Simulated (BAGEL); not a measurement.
**triplet C2H3BFN at 3 levels**

We compute a comparison of 3 runs (ROHF/6-31G*, UHF/6-31G*, ROHF/def2-SVP) of triplet C2H3BFN. 

Program for the calculation: BAGEL 1.2.2.

**1. The structure to begin with**

C2H3BFN: 8 atoms, total charge 0, spin state triplet. SMILES of the parent species: `FB1C=NC1`. The coordinates come from a PBE0-D4/def2-TZVP relaxation. That shape belongs to the parent species and isn't relaxed for this state.

Bond lengths: F1–B2 1.312 Å, B2–C3 1.553 Å, C3–N4 1.291 Å, B2–C5 1.580 Å, N4–C5 1.510 Å, C3–H6 1.087 Å, C5–H7 1.093 Å, C5–H8 1.090 Å. Some angles: F1–B2–C3 135.6°, F1–B2–C5 135.3°, C3–B2–C5 86.1°, B2–C3–N4 90.7°, C3–N4–C5 99.2°, B2–C5–N4 82.2°, B2–C3–H6 145.8°, N4–C3–H6 122.6°, B2–C5–H7 120.5°, B2–C5–H8 118.9°.

**2. The energy at ROHF/6-31G(d) (density fitting with qzvpp-jkfit, spherical functions) (run 1)**

Input file job.json:

```json
{ "bagel": [

{
  "title": "molecule",
  "basis": "6-31gs.json",
  "df_basis": "qzvpp-jkfit",
  "angstrom": "true",
  "geometry": [
    { "atom": "F", "xyz": [    0.213200,   -1.007300,    1.918400 ] },
    { "atom": "B", "xyz": [   -0.024100,   -0.304800,    0.836200 ] },
    { "atom": "C", "xyz": [    0.319000,    1.128500,    0.345800 ] },
    { "atom": "N", "xyz": [    0.303900,    0.728600,   -0.881200 ] },
    { "atom": "C", "xyz": [   -0.301700,   -0.640600,   -0.682300 ] },
    { "atom": "H", "xyz": [    0.656500,    2.120900,    0.633900 ] },
    { "atom": "H", "xyz": [    0.257100,   -1.432700,   -1.186200 ] },
    { "atom": "H", "xyz": [   -1.331600,   -0.649700,   -1.040300 ] }
  ]
},
{
  "title": "rohf",
  "nopen": 2
},
{
  "title": "print",
  "file": "orbitals.molden",
  "orbitals": "true"
}

]}
```

The basis set 6-31G* is read from a file made from the Basis Set Exchange's data (not shown).

Run with:

```console
BAGEL_NUM_THREADS=1 BAGEL job.json > job.out
```

Standard output:

```text
* using 1 threads per process

  ===============================================================
  ===============================================================

  *** Geometry ***

  { "atom" : "F", "xyz" : [      0.402890,     -1.903521,      3.625251 ] },
  { "atom" : "B", "xyz" : [     -0.045542,     -0.575989,      1.580189 ] },
  { "atom" : "C", "xyz" : [      0.602823,      2.132556,      0.653467 ] },
[... 4 lines of this table left out ...]
  { "atom" : "H", "xyz" : [     -2.516359,     -1.227755,     -1.965882 ] },

  Number of auxiliary basis functions:      433

  Since a DF basis is specified, we compute 2- and 3-index integrals:
    o Being stored without compression. Storage requirement is 0.020 GB

  Number of basis functions:       76
  Number of electrons      :       36

    * METHOD: MOLECULE                             0.19

  *** Open-shell HF ***

  === Nuclear Repulsion ===
   145.3024804942

      * DIIS with orbital gradients will be used.

  === ROHF iteration (6-31gs.json) ===
      0       -255.67589229          0.04118482           0.08
      1       -255.81718387          0.02987365           0.08
      2       -255.86817814          0.02084914           0.08
[... 29 lines of this table left out ...]
     32       -255.94308450          0.00000001           0.08
    * SCF iteration converged.

    * S^2 (ROHF) is 2.0000

    * Permanent dipole moment:
           (    0.354819,    -0.014157,     0.408554) a.u.

    * METHOD: ROHF                                 2.72

    * METHOD: PRINT                                0.01

  ===============================================================
```

It took 3.3 s on 1 thread of Arm Neoverse V1, shared host; peak memory 0.096 GiB.

**3. A single-point energy at UHF/6-31G(d) (density fitting with qzvpp-jkfit, spherical functions) (run 2)**

Edit job.json of step 2 so:

```diff
@@ -6,3 +6,3 @@
   "df_basis": "qzvpp-jkfit",
-  "angstrom": "true",
+  "angstrom": true,
   "geometry": [
@@ -19,3 +19,3 @@
 {
-  "title": "rohf",
+  "title": "uhf",
   "nopen": 2
@@ -25,3 +25,3 @@
   "file": "orbitals.molden",
-  "orbitals": "true"
+  "orbitals": true
 }
```

The basis set 6-31G* is read from a file made from the Basis Set Exchange's data (not shown).

Run with:

```console
BAGEL_NUM_THREADS=1 BAGEL job.json > job.out
```

Standard output:

```text
* using 1 threads per process

  ===============================================================
  ===============================================================

  *** Geometry ***

  { "atom" : "F", "xyz" : [      0.402890,     -1.903521,      3.625251 ] },
  { "atom" : "B", "xyz" : [     -0.045542,     -0.575989,      1.580189 ] },
  { "atom" : "C", "xyz" : [      0.602823,      2.132556,      0.653467 ] },
[... 4 lines of this table left out ...]
  { "atom" : "H", "xyz" : [     -2.516359,     -1.227755,     -1.965882 ] },

  Number of auxiliary basis functions:      433

  Since a DF basis is specified, we compute 2- and 3-index integrals:
    o Being stored without compression. Storage requirement is 0.020 GB

  Number of basis functions:       76
  Number of electrons      :       36

    * METHOD: MOLECULE                             0.18

  *** Open-shell HF ***

  === Nuclear Repulsion ===
   145.3024804942

      * DIIS with orbital gradients will be used.

  === UHF iteration (6-31gs.json) ===
      0       -255.67589229          0.04118482           0.08
      1       -255.82776077          0.02923444           0.08
      2       -255.88317216          0.01952353           0.08
[... 33 lines of this table left out ...]
     36       -255.95144161          0.00000001           0.08
    * SCF iteration converged.

    * S^2 (UHF) is 2.0182

    * Permanent dipole moment:
           (    0.329272,     0.006845,     0.461425) a.u.

    * METHOD: UHF                                  2.96

    * METHOD: PRINT                                0.01

  ===============================================================
```

Run time: 3.3 s. Hardware: 1 thread of Arm Neoverse V1, shared host; peak memory 0.096 GiB.

**4. The energy at ROHF/def2-SVP (density fitting with qzvpp-jkfit) (run 3)**

Edit job.json of step 3 so:

```diff
@@ -4,3 +4,3 @@
   "title": "molecule",
-  "basis": "6-31gs.json",
+  "basis": "svp",
   "df_basis": "qzvpp-jkfit",
@@ -19,3 +19,3 @@
 {
-  "title": "uhf",
+  "title": "rohf",
   "nopen": 2
```

Run with:

```console
BAGEL_NUM_THREADS=1 BAGEL job.json > job.out
```

Standard output:

```text
* using 1 threads per process

  ===============================================================
  ===============================================================

  *** Geometry ***

  { "atom" : "F", "xyz" : [      0.402890,     -1.903521,      3.625251 ] },
  { "atom" : "B", "xyz" : [     -0.045542,     -0.575989,      1.580189 ] },
  { "atom" : "C", "xyz" : [      0.602823,      2.132556,      0.653467 ] },
[... 4 lines of this table left out ...]
  { "atom" : "H", "xyz" : [     -2.516359,     -1.227755,     -1.965882 ] },

  Number of auxiliary basis functions:      433

  Since a DF basis is specified, we compute 2- and 3-index integrals:
    o Being stored without compression. Storage requirement is 0.025 GB

  Number of basis functions:       85
  Number of electrons      :       36

    * METHOD: MOLECULE                             0.19

  *** Open-shell HF ***

  === Nuclear Repulsion ===
   145.3024804942

      * DIIS with orbital gradients will be used.

  === ROHF iteration (svp) ===
      0       -255.55407619          0.03085997           0.09
      1       -255.68817411          0.01803133           0.09
      2       -255.72279202          0.01035083           0.09
[... 25 lines of this table left out ...]
     28       -255.74901828          0.00000001           0.09
    * SCF iteration converged.

    * S^2 (ROHF) is 2.0000

    * Permanent dipole moment:
           (    0.326041,    -0.019005,     0.529635) a.u.

    * METHOD: ROHF                                 2.73

    * METHOD: PRINT                                0.02

  ===============================================================
```

Run time: 3.3 s. Hardware: 1 thread of Arm Neoverse V1, shared host; peak memory 0.11 GiB.

**5. The series**

```tsv
run	level	energy (Eh)	dipole moment (D)	⟨S²⟩	wall time
1	ROHF/6-31G* (density fitting with qzvpp-jkfit, spherical functions)	-255.943084	1.38	2.000	3.3 s
2	UHF/6-31G* (density fitting with qzvpp-jkfit, spherical functions)	-255.951442	1.44	2.018	3.3 s
3	ROHF/def2-SVP (density fitting with qzvpp-jkfit)	-255.749018	1.58	2.000	3.3 s
```

**6. Results**

```
            quantity          value
 run 3: total energy  -255.74902 Eh
run 3: dipole moment         1.58 D
         run 3: ⟨S²⟩          2.000
```

In words: The dipole moment (its size) runs from 1.38 D (ROHF/6-31G*) to 1.58 D (ROHF/def2-SVP). All runs together took 10 s, the longest 3.3 s.
